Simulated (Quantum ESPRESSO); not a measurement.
# AgRh (P-6m2) in Quantum ESPRESSO: further runs

Runs on AgRh. Level: PBEsol. Tasks: band structure.

Everything below comes from runs of Quantum ESPRESSO 7.5. Logs are shortened: lines on timing, memory, paths and dates and some standing lists are left out, and cuts for length are marked.

### 1 The crystal as given

Symmetry: P-6m2, No. 187, hexagonal system. Conventional cell: a = 2.778 Å, b = 2.778 Å, c = 4.809 Å, α = 90.00°, β = 90.00°, γ = 120.00°. Ag (site symmetry -6m2) is surrounded by 6 Ag at 2.78 Å and 6 Rh at 2.89 Å. Rh (site symmetry -6m2) has 6 Rh at 2.78 Å and 6 Ag at 2.89 Å as nearest neighbours.

The cell comes from a database or a generator and needn't be the stable form of this composition.

### 2 Band structure, PBEsol

File pw.in:

```
&CONTROL
  calculation = 'scf'
  prefix = 'pwscf'
  outdir = './tmp'
  pseudo_dir = './pseudo'
  tprnfor = .true.
  tstress = .true.
  disk_io = 'low'
/
&SYSTEM
  ibrav = 0
  celldm(1) = 8
  nat = 2
  ntyp = 2
  ecutwfc = 88
  nbnd = 26
  occupations = 'smearing'
  smearing = 'fd'
  degauss = 0.00367493
/
&ELECTRONS
  conv_thr = 4d-10
  electron_maxstep = 120
  mixing_beta = 0.5
/
ATOMIC_SPECIES
Ag   107.8682 Ag.upf
Rh   102.9055 Rh.upf
CELL_PARAMETERS alat
  0.6561101230768   0.0000000000000   0.0000000000000
 -0.3280550615384   0.5682080342697   0.0000000000000
  0.0000000000000   0.0000000000000   1.1358676027910
ATOMIC_POSITIONS crystal
Ag     0.0000000000    0.0000000000    0.5000000000
Rh     0.6666666667    0.3333333333    0.0000000000
K_POINTS automatic
11 11 6 0 0 0
```

File bands.in:

```
&CONTROL
  calculation = 'bands'
  prefix = 'pwscf'
  outdir = './tmp'
  pseudo_dir = './pseudo'
  disk_io = 'low'
  verbosity = 'high'
/
&SYSTEM
  ibrav = 0
  celldm(1) = 8
  nat = 2
  ntyp = 2
  ecutwfc = 88
  nbnd = 26
  occupations = 'smearing'
  smearing = 'fd'
  degauss = 0.00367493
/
&ELECTRONS
  conv_thr = 1d-08
  electron_maxstep = 120
  mixing_beta = 0.5
  diago_full_acc = .true.
  startingwfc = 'random'
/
ATOMIC_SPECIES
Ag   107.8682 Ag.upf
Rh   102.9055 Rh.upf
CELL_PARAMETERS alat
  0.6561101230768   0.0000000000000   0.0000000000000
 -0.3280550615384   0.5682080342697   0.0000000000000
  0.0000000000000   0.0000000000000   1.1358676027910
ATOMIC_POSITIONS crystal
Ag     0.0000000000    0.0000000000    0.5000000000
Rh     0.6666666667    0.3333333333    0.0000000000
K_POINTS crystal
60
 0.0000000000  0.0000000000  0.0000000000 1
 0.0625000000  0.0000000000  0.0000000000 1
 0.1250000000  0.0000000000  0.0000000000 1
 0.1875000000  0.0000000000  0.0000000000 1
 0.2500000000  0.0000000000  0.0000000000 1
 0.3125000000  0.0000000000  0.0000000000 1
 0.3750000000  0.0000000000  0.0000000000 1
 0.4375000000  0.0000000000  0.0000000000 1
 0.5000000000  0.0000000000  0.0000000000 1
 0.4583333333  0.0833333333  0.0000000000 1
 0.4166666667  0.1666666667  0.0000000000 1
 0.3750000000  0.2500000000  0.0000000000 1
 0.3333333333  0.3333333333  0.0000000000 1
 0.2962962963  0.2962962963  0.0000000000 1
 0.2592592593  0.2592592593  0.0000000000 1
 0.2222222222  0.2222222222  0.0000000000 1
 0.1851851852  0.1851851852  0.0000000000 1
 0.1481481481  0.1481481481  0.0000000000 1
 0.1111111111  0.1111111111  0.0000000000 1
 0.0740740741  0.0740740741  0.0000000000 1
 0.0370370370  0.0370370370  0.0000000000 1
 0.0000000000  0.0000000000  0.0000000000 1
 0.0000000000  0.0000000000  0.1250000000 1
 0.0000000000  0.0000000000  0.2500000000 1
 0.0000000000  0.0000000000  0.3750000000 1
 0.0000000000  0.0000000000  0.5000000000 1
 0.0625000000  0.0000000000  0.5000000000 1
 0.1250000000  0.0000000000  0.5000000000 1
 0.1875000000  0.0000000000  0.5000000000 1
 0.2500000000  0.0000000000  0.5000000000 1
 0.3125000000  0.0000000000  0.5000000000 1
 0.3750000000  0.0000000000  0.5000000000 1
 0.4375000000  0.0000000000  0.5000000000 1
 0.5000000000  0.0000000000  0.5000000000 1
 0.4666666667  0.0666666667  0.5000000000 1
 0.4333333333  0.1333333333  0.5000000000 1
 0.4000000000  0.2000000000  0.5000000000 1
 0.3666666667  0.2666666667  0.5000000000 1
 0.3333333333  0.3333333333  0.5000000000 1
 0.3030303030  0.3030303030  0.5000000000 1
 0.2727272727  0.2727272727  0.5000000000 1
 0.2424242424  0.2424242424  0.5000000000 1
 0.2121212121  0.2121212121  0.5000000000 1
 0.1818181818  0.1818181818  0.5000000000 1
 0.1515151515  0.1515151515  0.5000000000 1
 0.1212121212  0.1212121212  0.5000000000 1
 0.0909090909  0.0909090909  0.5000000000 1
 0.0606060606  0.0606060606  0.5000000000 1
 0.0303030303  0.0303030303  0.5000000000 1
 0.0000000000  0.0000000000  0.5000000000 1
 0.5000000000  0.0000000000  0.5000000000 1
 0.5000000000  0.0000000000  0.3750000000 1
 0.5000000000  0.0000000000  0.2500000000 1
 0.5000000000  0.0000000000  0.1250000000 1
 0.5000000000  0.0000000000  0.0000000000 1
 0.3333333333  0.3333333333  0.0000000000 1
 0.3333333333  0.3333333333  0.1250000000 1
 0.3333333333  0.3333333333  0.2500000000 1
 0.3333333333  0.3333333333  0.3750000000 1
 0.3333333333  0.3333333333  0.5000000000 1
```

Potentials or basis: PseudoDojo 0.4.1 SR PBEsol standard.

Started as:

```
$ OMP_NUM_THREADS=1 mpirun -n 2 pw.x -nk 2 -in pw.in > pw.out
$ OMP_NUM_THREADS=1 mpirun -n 2 pw.x -nk 2 -in bands.in > bands.out
```

pw.out:

```text
This program is part of the open-source Quantum ESPRESSO suite
     for quantum simulation of materials; please cite
[... 6 lines left out ...]
     using ibrav=0 with symmetry is DISCOURAGED, use correct ibrav instead

     K-points division:     npool     =       2
     Subspace diagonalization in iterative solution of the eigenvalue problem:
     a serial algorithm will be used

     G-vector sticks info
     --------------------
     sticks:   dense  smooth     PW     G-vecs:    dense   smooth      PW
     Sum         673     673    199                24295    24295    3887

     Using Slab Decomposition

     bravais-lattice index     =            0
     lattice parameter (alat)  =       8.0000  a.u.
     unit-cell volume          =     216.8112 (a.u.)^3
     number of atoms/cell      =            2
     number of atomic types    =            2
     number of electrons       =        36.00
     number of Kohn-Sham states=           26
     kinetic-energy cutoff     =      88.0000  Ry
     charge density cutoff     =     352.0000  Ry
     scf convergence threshold =      4.0E-10
     mixing beta               =       0.5000
     number of iterations used =            8  plain     mixing
     Exchange-correlation= PBESOL
                           (   1   4  10   8   0   0   0)

     celldm(1)=   8.000000  celldm(2)=   0.000000  celldm(3)=   0.000000
     celldm(4)=   0.000000  celldm(5)=   0.000000  celldm(6)=   0.000000

     crystal axes: (cart. coord. in units of alat)
               a(1) = (   0.656110   0.000000   0.000000 )
               a(2) = (  -0.328055   0.568208   0.000000 )
               a(3) = (   0.000000   0.000000   1.135868 )

     reciprocal axes: (cart. coord. in units 2 pi/alat)
               b(1) = (  1.524134  0.879959 -0.000000 )
               b(2) = (  0.000000  1.759919  0.000000 )
               b(3) = (  0.000000 -0.000000  0.880384 )

     PseudoPot. # 1 for Ag read from file:
     Ag.upf
     Pseudo is Norm-conserving + core correction, Zval = 19.0
     Generated using ONCVPSP code by D. R. Hamann
     Using radial grid of 1538 points,  6 beta functions with:
                l(1) =   0
                l(2) =   0
                l(3) =   1
                l(4) =   1
                l(5) =   2
                l(6) =   2

     PseudoPot. # 2 for Rh read from file:
     Rh.upf
     Pseudo is Norm-conserving + core correction, Zval = 17.0
     Generated using ONCVPSP code by D. R. Hamann
     Using radial grid of 1568 points,  6 beta functions with:
                l(1) =   0
                l(2) =   0
                l(3) =   1
                l(4) =   1
                l(5) =   2
                l(6) =   2

     atomic species   valence    mass     pseudopotential
     Ag               19.00   107.86820     Ag( 1.00)
     Rh               17.00   102.90550     Rh( 1.00)

     12 Sym. Ops. (no inversion) found

   Cartesian axes

     site n.     atom                  positions (alat units)
         1        Ag     tau(   1) = (   0.0000000   0.0000000   0.5679338  )
         2        Rh     tau(   2) = (   0.3280551   0.1894027   0.0000000  )

     number of k points=    64  Fermi-Dirac smearing, width (Ry)=  0.0037
                       cart. coord. in units 2pi/alat
        k(    1) = (   0.0000000   0.0000000   0.0000000), wk =   0.0027548
        k(    2) = (   0.0000000   0.0000000   0.1467307), wk =   0.0055096
        k(    3) = (   0.0000000   0.0000000   0.2934614), wk =   0.0055096
        k(    4) = (   0.0000000   0.0000000  -0.4401921), wk =   0.0027548
        k(    5) = (   0.0000000   0.1599926   0.0000000), wk =   0.0165289
        k(    6) = (   0.0000000   0.1599926   0.1467307), wk =   0.0330579
[... 56 lines left out ...]
        k(   63) = (   0.4156730   0.8799594   0.2934614), wk =   0.0330579
        k(   64) = (   0.4156730   0.8799594  -0.4401921), wk =   0.0165289

     Dense  grid:    24295 G-vectors     FFT dimensions: (  32,  32,  60)

     Initial potential from superposition of free atoms

     starting charge      35.9990, renormalised to      36.0000
     Starting wfcs are   20 randomized atomic wfcs +    6 random wfcs

     Self-consistent Calculation

     iteration #  1     ecut=    88.00 Ry     beta= 0.50
     Davidson diagonalization with overlap
     ethr =  1.00E-02,  avg # of iterations =  4.0

     Threshold (ethr) on eigenvalues was too large:
     Diagonalizing with lowered threshold

     Davidson diagonalization with overlap
     ethr =  6.12E-04,  avg # of iterations =  1.1

     total energy              =    -544.10517419 Ry
     estimated scf accuracy    <       0.22243291 Ry

     iteration #  2     ecut=    88.00 Ry     beta= 0.50
     Davidson diagonalization with overlap
     ethr =  6.18E-04,  avg # of iterations =  2.2

     total energy              =    -544.14820336 Ry
     estimated scf accuracy    <       0.13711280 Ry

     iteration #  3     ecut=    88.00 Ry     beta= 0.50
     Davidson diagonalization with overlap
     ethr =  3.81E-04,  avg # of iterations =  1.8

     total energy              =    -544.17219503 Ry
     estimated scf accuracy    <       0.05741353 Ry

     iteration #  4     ecut=    88.00 Ry     beta= 0.50
     Davidson diagonalization with overlap
     ethr =  1.59E-04,  avg # of iterations =  1.2

     total energy              =    -544.18180879 Ry
     estimated scf accuracy    <       0.00219083 Ry

     iteration #  5     ecut=    88.00 Ry     beta= 0.50
     Davidson diagonalization with overlap
     ethr =  6.09E-06,  avg # of iterations =  2.2

     total energy              =    -544.18214766 Ry
     estimated scf accuracy    <       0.00011454 Ry

     iteration #  6     ecut=    88.00 Ry     beta= 0.50
     Davidson diagonalization with overlap
     ethr =  3.18E-07,  avg # of iterations =  2.1

     total energy              =    -544.18217454 Ry
     estimated scf accuracy    <       0.00000551 Ry

     iteration #  7     ecut=    88.00 Ry     beta= 0.50
     Davidson diagonalization with overlap
     ethr =  1.53E-08,  avg # of iterations =  1.7

     total energy              =    -544.18217552 Ry
     estimated scf accuracy    <       0.00000016 Ry

     iteration #  8     ecut=    88.00 Ry     beta= 0.50
     Davidson diagonalization with overlap
     ethr =  4.42E-10,  avg # of iterations =  1.9

     total energy              =    -544.18217549 Ry
     estimated scf accuracy    <       0.00000009 Ry

     iteration #  9     ecut=    88.00 Ry     beta= 0.50
     Davidson diagonalization with overlap
     ethr =  2.39E-10,  avg # of iterations =  2.1

     total energy              =    -544.18217551 Ry
     estimated scf accuracy    <          2.5E-09 Ry

     iteration # 10     ecut=    88.00 Ry     beta= 0.50
     Davidson diagonalization with overlap
     ethr =  6.95E-12,  avg # of iterations =  2.0

     End of self-consistent calculation

          k = 0.0000 0.0000 0.0000 (  3045 PWs)   bands (ev):

   -73.3971 -59.8189 -36.8820 -36.8009 -36.8009 -27.5725 -27.5696 -27.5696
    10.8044  12.3204  13.8399  13.8399  14.7999  15.0167  15.0167  16.2470
    16.2470  18.1452  18.1679  18.1679  23.3422  34.7741  35.3446  36.9572
    39.2878  39.2878

          k = 0.0000 0.0000 0.1467 (  3027 PWs)   bands (ev):

   -73.3971 -59.8189 -36.8817 -36.8009 -36.8009 -27.5733 -27.5696 -27.5696
    10.9975  12.3678  13.8303  13.8303  14.7146  14.9952  14.9952  16.2949
    16.2949  17.2785  18.1607  18.1607  24.5918  34.1044  35.4766  36.6264
    39.0635  39.0635

          k = 0.0000 0.0000 0.2935 (  3021 PWs)   bands (ev):

   -73.3971 -59.8189 -36.8811 -36.8009 -36.8009 -27.5748 -27.5696 -27.5696
    11.4651  12.5346  13.8126  13.8126  14.3859  14.9517  14.9517  16.0074
    16.3940  16.3940  18.1418  18.1418  27.1316  32.6180  35.1031  35.9136
    38.8986  38.8986

          k = 0.0000 0.0000-0.4402 (  2956 PWs)   bands (ev):

   -73.3971 -59.8189 -36.8808 -36.8009 -36.8009 -27.5755 -27.5696 -27.5696
    11.7438  12.7810  13.8044  13.8044  13.9469  14.9298  14.9298  15.5480
    16.4454  16.4454  18.1299  18.1299  29.5569  30.5250  34.9624  35.5015
    38.9666  38.9667

          k = 0.0000 0.1600 0.0000 (  3021 PWs)   bands (ev):

   -73.3955 -59.8149 -36.8800 -36.8167 -36.8048 -27.6020 -27.5774 -27.5683
    11.0645  12.4761  13.7371  13.9817  14.7669  14.9495  14.9680  16.1314
    16.4334  17.1489  18.1510  19.5217  23.3605  34.6687  35.6973  36.4049
    37.7130  38.4238

          k = 0.0000 0.1600 0.1467 (  3021 PWs)   bands (ev):

   -73.3955 -59.8149 -36.8797 -36.8167 -36.8048 -27.6020 -27.5774 -27.5690
    11.2526  12.5262  13.7333  13.9716  14.7183  14.8423  14.9592  16.1726
    16.4725  16.9055  18.1360  18.8421  24.7064  34.2671  35.4991  36.3392
    37.7112  37.7982

          k = 0.0000 0.1600 0.2935 (  3018 PWs)   bands (ev):

   -73.3955 -59.8150 -36.8792 -36.8167 -36.8048 -27.6020 -27.5774 -27.5704
    11.7087  12.7019  13.7248  13.9532  14.4119  14.6385  14.9381  16.0902
    16.4578  16.5576  18.1003  18.2526  27.3025  32.8617  35.1142  35.7270
    37.4609  38.1141
[... 367 lines left out ...]
   -73.3753 -59.7663 -36.9623 -36.9019 -36.8553 -27.8964 -27.7733 -27.5159
    12.9817  13.2399  13.7086  13.9013  14.0842  15.4808  16.1890  16.4426
    17.0390  18.1258  21.3684  22.7129  26.9008  27.0519  27.9087  28.2837
    34.1174  34.5977

          k = 0.4157 0.8800 0.0000 (  3024 PWs)   bands (ev):

   -73.3742 -59.7637 -36.9573 -36.9195 -36.8538 -27.8868 -27.8094 -27.5136
    13.0593  13.2344  13.7701  13.8456  14.0098  15.7945  15.9540  16.9404
    17.1781  17.4855  22.4680  23.0935  24.9238  28.7461  29.0373  30.3731
    30.6805  32.1180

          k = 0.4157 0.8800 0.1467 (  3041 PWs)   bands (ev):

   -73.3742 -59.7637 -36.9573 -36.9195 -36.8538 -27.8867 -27.8094 -27.5135
    13.0679  13.3024  13.6417  13.8631  14.0442  15.6468  16.1709  16.8101
    17.0660  17.6283  22.6915  23.1479  25.1490  27.7402  27.8555  30.0746
    31.9845  32.2749

          k = 0.4157 0.8800 0.2935 (  3028 PWs)   bands (ev):

   -73.3742 -59.7637 -36.9574 -36.9196 -36.8540 -27.8865 -27.8093 -27.5131
    13.0817  13.4049  13.5735  13.7747  14.1089  15.5686  16.3550  16.4616
    16.9776  17.9175  22.8958  23.6079  25.6479  26.4380  26.7732  28.6768
    33.9527  34.1930

          k = 0.4157 0.8800-0.4402 (  3046 PWs)   bands (ev):

   -73.3742 -59.7637 -36.9575 -36.9196 -36.8541 -27.8864 -27.8092 -27.5129
    13.0923  13.3728  13.6867  13.6941  14.1249  15.5897  16.1092  16.5689
    16.9282  18.0695  22.8714  24.2953  25.1315  26.2865  26.7470  27.7743
    35.0558  35.5664

     the Fermi energy is    18.0295 ev

!    total energy              =    -544.18217551 Ry
     estimated scf accuracy    <          1.6E-10 Ry
     smearing contrib. (-TS)   =      -0.00187169 Ry
     internal energy E=F+TS    =    -544.18030382 Ry

     The total energy is F=E-TS. E is the sum of the following terms:
     one-electron contribution =    -179.70079712 Ry
     hartree contribution      =     111.77280646 Ry
     xc contribution           =     -83.53177393 Ry
     ewald contribution        =    -392.72053923 Ry

     convergence has been achieved in  10 iterations

     Forces acting on atoms (cartesian axes, Ry/au):

     atom    1 type  1   force =     0.00000000    0.00000000    0.00000000
     atom    2 type  2   force =    -0.00000000   -0.00000000    0.00000000

     Total force =     0.000000     Total SCF correction =     0.000000

     Computing stress (Cartesian axis) and pressure

          total   stress  (Ry/bohr**3)                   (kbar)     P=     -104.74
  -0.00070747   0.00000000   0.00000000         -104.07        0.00        0.00
   0.00000000  -0.00070747   0.00000000            0.00     -104.07        0.00
  -0.00000000  -0.00000000  -0.00072100           -0.00       -0.00     -106.06

=------------------------------------------------------------------------------=
   JOB DONE.
=------------------------------------------------------------------------------=
```

It took 55 s on 2 MPI ranks of Arm Neoverse V1, shared host; peak memory 0.18 GiB.

What came out:

```yaml
Free_energy: -7403.9757 eV
Pressure: -10.5 GPa
Band_gap_on_the_k_mesh: none (metal or under the smearing width)
```

Stress tensor (GPa, compression positive):
```
-10.41   0.00   0.00
  0.00 -10.41   0.00
  0.00   0.00 -10.61
```

Levels at the corners of the path, in eV from the Fermi level:
| point | band 14 | band 15 | band 16 | band 17 | band 18 | band 19 | band 20 | band 21 | band 22 | band 23 |
| --- | --- | --- | --- | --- | --- | --- | --- | --- | --- | --- |
| Γ | -3.01 | -3.01 | -1.78 | -1.78 | 0.12 | 0.14 | 0.14 | 5.31 | 16.74 | 17.32 |
| M | -2.66 | -2.10 | -1.62 | -0.08 | 1.13 | 1.84 | 3.98 | 8.39 | 8.63 | 11.63 |
| K | -2.21 | -1.85 | -1.29 | -0.91 | -0.52 | 5.21 | 5.39 | 5.61 | 11.38 | 11.81 |
| Γ | -3.01 | -3.01 | -1.78 | -1.78 | 0.12 | 0.14 | 0.14 | 5.31 | 16.74 | 17.32 |
| A | -3.10 | -3.10 | -2.48 | -1.58 | -1.58 | 0.10 | 0.10 | 11.53 | 12.50 | 16.93 |
| L | -2.11 | -1.70 | -0.58 | -0.17 | 1.13 | 1.68 | 2.44 | 6.46 | 7.87 | 14.65 |
| H | -2.17 | -1.96 | -1.72 | -1.14 | 0.03 | 5.46 | 6.93 | 7.19 | 7.87 | 8.45 |
| A | -3.10 | -3.10 | -2.48 | -1.58 | -1.58 | 0.10 | 0.10 | 11.53 | 12.50 | 16.93 |
| L | -2.11 | -1.70 | -0.58 | -0.17 | 1.13 | 1.68 | 2.44 | 6.46 | 7.87 | 14.65 |
| M | -2.66 | -2.10 | -1.62 | -0.08 | 1.13 | 1.84 | 3.98 | 8.39 | 8.63 | 11.63 |
| K | -2.21 | -1.85 | -1.29 | -0.91 | -0.52 | 5.21 | 5.39 | 5.61 | 11.38 | 11.81 |
| H | -2.17 | -1.96 | -1.72 | -1.14 | 0.03 | 5.46 | 6.93 | 7.19 | 7.87 | 8.45 |

### 3 Band structure, PBEsol, spin-orbit coupling, no magnetisation

pw.in, as its differences from that of step 2:

```diff
@@ -15,3 +15,3 @@
   ecutwfc = 88
-  nbnd = 26
+  nbnd = 52
   occupations = 'smearing'
@@ -19,2 +19,4 @@
   degauss = 0.00367493
+  noncolin = .true.
+  lspinorb = .true.
 /
```

bands.in, as its differences from that of step 2:

```diff
@@ -14,3 +14,3 @@
   ecutwfc = 88
-  nbnd = 26
+  nbnd = 52
   occupations = 'smearing'
@@ -18,2 +18,4 @@
   degauss = 0.00367493
+  noncolin = .true.
+  lspinorb = .true.
 /
```

Potentials or basis: PseudoDojo 0.4 FR PBEsol standard.

Started as:

```
$ OMP_NUM_THREADS=1 mpirun -n 2 pw.x -nk 2 -in pw.in > pw.out
$ OMP_NUM_THREADS=1 mpirun -n 2 pw.x -nk 2 -in bands.in > bands.out
```

Run time: 4.6 min. Hardware: 2 MPI ranks of Arm Neoverse V1, shared host; peak memory 0.52 GiB.

The run converged. Its results:

| Item | Value |
| --- | --- |
| Free energy | -7403.4128 eV |
| Pressure | -10.1 GPa |
| Band gap on the k mesh | none (metal or under the smearing width) |

Stress tensor (GPa, compression positive):
```
-10.00   0.00   0.00
  0.00 -10.00   0.00
  0.00   0.00 -10.29
```

Levels at the corners of the path, in eV from the Fermi level:
| point | band 33 | band 34 | band 35 | band 36 | band 37 | band 38 | band 39 | band 40 |
| --- | --- | --- | --- | --- | --- | --- | --- | --- |
| Γ | -1.64 | -1.64 | 0.03 | 0.03 | 0.09 | 0.09 | 0.23 | 0.23 |
| M | -0.09 | -0.09 | 1.12 | 1.12 | 1.83 | 1.83 | 3.97 | 3.97 |
| K | -0.98 | -0.89 | -0.55 | -0.48 | 5.14 | 5.25 | 5.38 | 5.38 |
| Γ | -1.64 | -1.64 | 0.03 | 0.03 | 0.09 | 0.09 | 0.23 | 0.23 |
| A | -1.73 | -1.73 | -1.47 | -1.47 | 0.01 | 0.01 | 0.19 | 0.19 |
| L | -0.15 | -0.15 | 1.13 | 1.13 | 1.66 | 1.66 | 2.42 | 2.42 |
| H | -1.19 | -1.09 | 0.00 | 0.05 | 5.37 | 5.51 | 6.88 | 6.89 |
| A | -1.73 | -1.73 | -1.47 | -1.47 | 0.01 | 0.01 | 0.19 | 0.19 |
| L | -0.15 | -0.15 | 1.13 | 1.13 | 1.66 | 1.66 | 2.42 | 2.42 |
| M | -0.09 | -0.09 | 1.12 | 1.12 | 1.83 | 1.83 | 3.97 | 3.97 |
| K | -0.98 | -0.89 | -0.55 | -0.48 | 5.14 | 5.25 | 5.38 | 5.38 |
| H | -1.19 | -1.09 | 0.00 | 0.05 | 5.37 | 5.51 | 6.88 | 6.89 |
